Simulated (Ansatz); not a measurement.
# C₂H₉AlSi₂: one species, many methods

An exercise on one series of results from a longer session: the logs are not shown, and one member is left open.

Program: Ansatz 0.2.0, Gaussian basis. Level of theory: functionals in def2-TZVPP, the program's frozen cores in correlated methods. These are calculated values, not measurements.

Plan: PBE-D4, r2SCAN-D4, PBE0-D4, B3LYP-D4, ωB97X-V, ωB97M-V, B2PLYP; CCSD(T)/def2-TZVPP; MP2/def2-QZVPP; extrapolation to the limit.

## Structure used throughout

The geometry comes from an earlier relaxation with PBE0-D4 in a triple-zeta def2 set; it is a stationary point, not always the lowest conformer.

SMILES `CC[SiH]1[AlH][SiH2]1`, 14 atoms, charge 0, spin multiplicity 1.

Atoms are counted from 1 here; the program's logs count them from 0.

Bond lengths: C1–C2 1.525 Å, C1–H6 1.093 Å, C1–H7 1.093 Å, C1–H8 1.093 Å, C2–Si3 1.886 Å, C2–H9 1.095 Å, C2–H10 1.094 Å, Si3–Al4 2.397 Å, Si3–Si5 2.327 Å, Si3–H11 1.508 Å, Al4–Si5 2.418 Å, Al4–H12 1.588 Å, Si5–H13 1.491 Å, Si5–H14 1.499 Å. Angles: C2–C1–H6 111.3°, C2–C1–H7 111.4°, C2–C1–H8 111.3°, H6–C1–H7 107.6°, H6–C1–H8 107.7°, H7–C1–H8 107.4°, C1–C2–Si3 113.3°, C1–C2–H9 110.8°, C1–C2–H10 110.9°, Si3–C2–H9 107.4°, Si3–C2–H10 107.6°, H9–C2–H10 106.4°, C2–Si3–Al4 145.2°, C2–Si3–Si5 132.3°, C2–Si3–H11 110.9°, Al4–Si3–Si5 61.5°, Al4–Si3–H11 92.8°, Si5–Si3–H11 101.7° and more.

Set-up of the first run:

Input file in.yaml:

```yaml
crystal:
  periodic: [false, false, false]
  atoms:
    - {symbol: C, position_ang: [0.326283, 1.399806, 1.946133]}
    - {symbol: C, position_ang: [0.625331, 1.217975, 0.462135]}
    - {symbol: Si, position_ang: [0.124611, -0.476585, -0.198273]}
    - {symbol: Al, position_ang: [-1.717206, -1.913988, -0.734294]}
    - {symbol: Si, position_ang: [-0.020276, -1.335477, -2.356511]}
    - {symbol: H, position_ang: [0.632690, 2.389958, 2.294318]}
    - {symbol: H, position_ang: [0.853437, 0.659236, 2.552600]}
    - {symbol: H, position_ang: [-0.741101, 1.290276, 2.153003]}
    - {symbol: H, position_ang: [1.694335, 1.345644, 0.261524]}
    - {symbol: H, position_ang: [0.105994, 1.972938, -0.135703]}
    - {symbol: H, position_ang: [0.867815, -1.574613, 0.519729]}
    - {symbol: H, position_ang: [-3.032999, -2.720636, -0.360568]}
    - {symbol: H, position_ang: [1.058902, -1.934747, -3.193462]}
    - {symbol: H, position_ang: [-0.790713, -0.348987, -3.181830]}
basis:
  gaussian: {orbitals: def2-TZVPP}
hamiltonian: {xc: pbe, dispersion: d4}
output: {forces: true, orbitals: {seedname: orbitals}}
```

Command:

```
ansatz run in.yaml --threads 4 --pin off --events-out ev --progress --plain --max-ram 10444MiB
```

Steps of the session up to this table: PBE-D4 (GGA); r2SCAN-D4 (meta-GGA); PBE0-D4 (hybrid); B3LYP-D4 (hybrid); ωB97X-V (range-separated); ωB97M-V (range-separated); B2PLYP (double hybrid); CCSD(T) in def2-TZVPP; MP2 in def2-QZVPP.

One table of the session follows, with a row left open; its other results are not shown here.

It belongs to the step «Atomisation energies». 

| method | atomisation energy (eV) |
| --- | --- |
| PBE-D4 | 47.485 |
| r2SCAN-D4 | 47.381 |
| PBE0-D4 | 47.186 |
| B3LYP-D4 | 46.965 |
| ωB97X-V | 47.394 |
| ωB97M-V | 47.096 |
| B2PLYP | 46.360 |
| HF/def2-TZVPP | 35.229 |
| MP2/def2-TZVPP | 45.982 |
| CCSD/def2-TZVPP | ? |
| CCSD(T)/def2-TZVPP | 45.980 |
| MP2/CBS | 47.124 |
| CCSD(T)/CBS | 47.122 |

Estimate the missing values for CCSD/def2-TZVPP.

As computed: atomisation energy (eV): 45.380. In the column «atomisation energy (eV)» it lies between HF/def2-TZVPP (35.229) and CCSD(T)/def2-TZVPP (45.980).

Caveats from the session: Free atoms (2 C, 2 Si, 1 Al, 9 H) were run apart at each level; the atomisation energy is their sum less the molecule, without zero-point or spin-orbit terms.
